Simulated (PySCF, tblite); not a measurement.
# C₂H₄BO₂ radical: geometry, infrared bands and EPR parameters

What infrared bands and EPR parameters should C₂H₄BO₂ radical (`C=[C]B(O)O`) show?

The runs use tblite 0.8.0 and PySCF 2.14.0, with density-fitted response routines of our own; the level of theory stands in each step. All values are computed, except where a source is named. Atoms count from 0, in the outputs and in this text.

## Step 1: Starting geometry

9 atoms, charge 0, multiplicity 2; geometry from: force field or distance geometry start.

Bonds of the start (Å): C0–C1 1.35, C1–B2 1.55, B2–O3 1.46, B2–O4 1.47, C0–H5 1.08, C0–H6 1.06, O3–H7 0.99, O4–H8 1.00.

## Step 2: Optimising the geometry with GFN2-xTB

The job: settings as JSON, then the geometry in Å.

```
{"job": {"kind": "relax", "xc": "GFN2-xTB", "basis": "xTB"}, "charge": 0, "multiplicity": 2}
C      1.565700    -0.268800    -0.192100
C      0.611100     0.076300    -1.079200
B     -0.812700     0.266900    -0.492300
O     -1.654300    -0.923400    -0.488400
O     -1.070900     1.449900     0.334700
H      1.299300    -0.388000     0.851200
H      2.566300    -0.415600    -0.516100
H     -2.007700    -1.124900     0.416000
H     -0.483200     1.333600     1.141000
```

Started as:

```bash
> OMP_NUM_THREADS=1 python probes_run.py task.json out
```

This one command runs all jobs of the session in turn.

**Question.** This job is followed by: GFN2-xTB harmonic vibrations, gas phase; UKS B3LYP, pcH-1 on B C H O, non-relativistic, mean-field spin-orbit, GIAO. What will the session give for the following? strongest single infrared mode (GFN2-xTB); zero-point energy (GFN2-xTB); g(iso) (B3LYP); ⟨S²⟩; largest a(iso) (averaged by class); surface potential, 1st and 99th percentile.

As calculated:

```
                                 quantity                    value
strongest single infrared mode (GFN2-xTB)    1194 cm⁻¹, 503 km/mol
             zero-point energy (GFN2-xTB)            37.4 kcal/mol
                           g(iso) (B3LYP)                  2.00255
                                     ⟨S²⟩       0.757 (exact 0.75)
       largest a(iso) (averaged by class)  1H on H5, H6, 176.6 MHz
    surface potential, 1st and 99th percentile       -1.58 V and 2.43 V
```

In words: Relaxing lowered the energy by 1.689 eV in 63 steps; the close pair that moved most is B2–O3, from 1.458 to 1.362 Å. No mode is imaginary among the 21: a minimum at this level. The strongest single mode, at 1194 cm⁻¹, moves mainly B2. Unscaled tight-binding wavenumbers are off by several per cent, some by more. Its intensities can rank the bands wrongly. C1 carries the largest spin population, 0.94 e. The isotropic g lies 0.2 ppt above the free-electron value.
